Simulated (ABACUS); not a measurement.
Runs of ABACUS 3.10.1 on TmGa3Hg3As2N4. The typed cell holds 13 atoms: a = 3.363 Å, b = 8.241 Å, c = 9.982 Å, α = 105.61°, β = 91.80°, γ = 90.18°. The cell was built by a generator and needn't be a form met in nature.

| task | level | k mesh | path | points for each segment of the path | symmetry key | gap on the mesh (eV) | largest force (eV/Å) |
| --- | --- | --- | --- | --- | --- | --- | --- |
| single point | revPBE | 6 × 3 × 2 | - | - | 1 | none | 0.26 |
| single point | WC | 6 × 3 × 2 | - | - | 1 | none | (a) |
| single point | LDA | 6 × 3 × 2 | - | - | 1 | none | 0.34 |
| single point | PBEsol | 6 × 3 × 2 | - | - | 1 | none | 0.26 |

Alike in all rows: potentials or basis PseudoDojo NC SR 0.4.1 PBE standard, lanthanides 3+ (f in core), DZP LCAO (the cutoffs set its grid); no spin polarisation; cell as given; cutoff (eV) 1361; smearing fermi-dirac 0.05 eV.

Fill in the values left out.

(a) 0.25.

Caveats: the atomic orbitals were generated for these runs and aren't a published set; the potentials were made for another functional, which shifts forces and pressure; the 4f electrons are frozen in the core as for a trivalent ion, so they carry no moment and show no levels; the basis of atomic orbitals isn't converged, which shifts pressures, moduli and gaps; the run has no spin polarisation, though such a crystal can be magnetic.

A k mesh can miss the band edges, and the runs leave out spin-orbit coupling on As, Ga, Hg, Tm.

A gap of «none» marks a metal or a gap under the smearing width.

Runs at the PBE level aren't shown here.
